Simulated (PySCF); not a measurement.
# SnSe under other conditions

Aim: change spin, charge, geometry, field or solvent of SnSe, one at a time, and compare with the base run.

The runs use PySCF 2.14.0; method and basis as typed in the scripts.

10 further runs of the same task are left out: 3 for a known fault of the program, 7 that didn't finish.

**1. The system as given**

SnSe: 2 atoms, charge 0, spin multiplicity 1.

Bond lengths: Sn1–Se2 2.342 Å.

**2. The base run**

input.py reads:

```python
from pyscf import gto, scf

mol = gto.M(
    atom='Sn 0 0 0; Se 0 0 2.342',
    basis='sto-3g',
    charge=0,
    spin=0,
    symmetry=True,
    verbose=4,
)
mf = scf.RHF(mol)
mf.kernel()
mf.dip_moment()
print('orbital energies (hartree):', mf.mo_energy[..., max(0, mol.nelec[1]-3):mol.nelec[0]+3].round(4))
```

Started as:

```sh
> OMP_NUM_THREADS=1 python input.py
```

Its log is not repeated here.

It gives: E(SCF) = -8336.868701 Eh, 8 cycles, μ = 3.65 D.

No relativity is included for the heavy element. The bond length is a typed value, not an optimised one.

**3. Lengths in bohr**

Run 1 changes length unit: angstrom → bohr; bond length: 2.342 Å → 2.342 bohr.

input.py reads:

```python
from pyscf import gto, scf

mol = gto.M(
    atom='Sn 0 0 0; Se 0 0 2.342',
    basis='sto-3g',
    charge=0,
    spin=0,
    unit='bohr',
    symmetry=True,
    verbose=4,
)
mf = scf.RHF(mol)
mf.kernel()
mf.dip_moment()
print('orbital energies (hartree):', mf.mo_energy[..., max(0, mol.nelec[1]-3):mol.nelec[0]+3].round(4))
```

Started as:

```sh
> OMP_NUM_THREADS=1 python input.py
```

**4. Bond 2.928 Å**

Run 2 changes bond length: 2.342 Å → 2.928 Å.

input.py, as its differences from that of step 2:

```diff
@@ -3,3 +3,3 @@
 mol = gto.M(
-    atom='Sn 0 0 0; Se 0 0 2.342',
+    atom='Sn 0 0 0; Se 0 0 2.928',
     basis='sto-3g',
```

**5. Bond 2.272 Å**

Run 3 changes bond length: 2.342 Å → 2.272 Å.

input.py, as its differences from that of step 2:

```diff
@@ -3,3 +3,3 @@
 mol = gto.M(
-    atom='Sn 0 0 0; Se 0 0 2.342',
+    atom='Sn 0 0 0; Se 0 0 2.272',
     basis='sto-3g',
```

**6. Bond 2.412 Å**

Run 4 changes bond length: 2.342 Å → 2.412 Å.

input.py, as its differences from that of step 2:

```diff
@@ -3,3 +3,3 @@
 mol = gto.M(
-    atom='Sn 0 0 0; Se 0 0 2.342',
+    atom='Sn 0 0 0; Se 0 0 2.412',
     basis='sto-3g',
```

**7. Electric field 0.05 a.u.**

Run 5 changes electric field: none → 0.05 a.u.; point-group symmetry: on → off.

input.py, as its differences from that of step 2:

```diff
@@ -7,3 +7,2 @@
     spin=0,
-    symmetry=True,
     verbose=4,
@@ -11,2 +10,7 @@
 mf = scf.RHF(mol)
+field = 0.05  # electric field along z, atomic units
+h = mf.get_hcore() + field*mol.intor('int1e_r')[2]
+mf.get_hcore = lambda *args: h
+e_nuc = mol.energy_nuc() - field*mol.atom_charges() @ mol.atom_coords()[:, 2]
+mf.energy_nuc = lambda *args: e_nuc
 mf.kernel()
```

**Question.** What will these runs give? Wanted: for each run, E(SCF); from base; gap; SCF dipole.

As calculated:

| run | E(SCF) (hartree) | from base (eV) | cycles | gap (eV) | SCF dipole (D) |
| --- | --- | --- | --- | --- | --- |
| base | -8336.868701 | 0 | 8 | 10.03 | 3.65 |
| lengths in bohr (poor choice) | -8334.292841 | not comparable | 7 | 11.13 | 0.10 |
| bond 2.928 Å | -8336.741777 | +3.4538 | 12 | 7.05 | 6.21 |
| bond 2.272 Å | -8336.874445 | -0.1563 | 8 | 10.32 | 3.35 |
| bond 2.412 Å | -8336.859381 | +0.2536 | 9 | 9.56 | 3.96 |
| electric field 0.05 a.u. | -8336.865909 | +0.0760 | 9 | 9.26 | 3.48 |

In words: Of the runs whose energies can be compared, “bond 2.928 Å” moves the SCF energy most (+3.454 eV). With bond 2.928 Å the frontier gap moves by over 1.5 eV, which can mean another electronic state rather than the bond length alone. Rows marked «poor choice» come from settings spoiled on purpose.
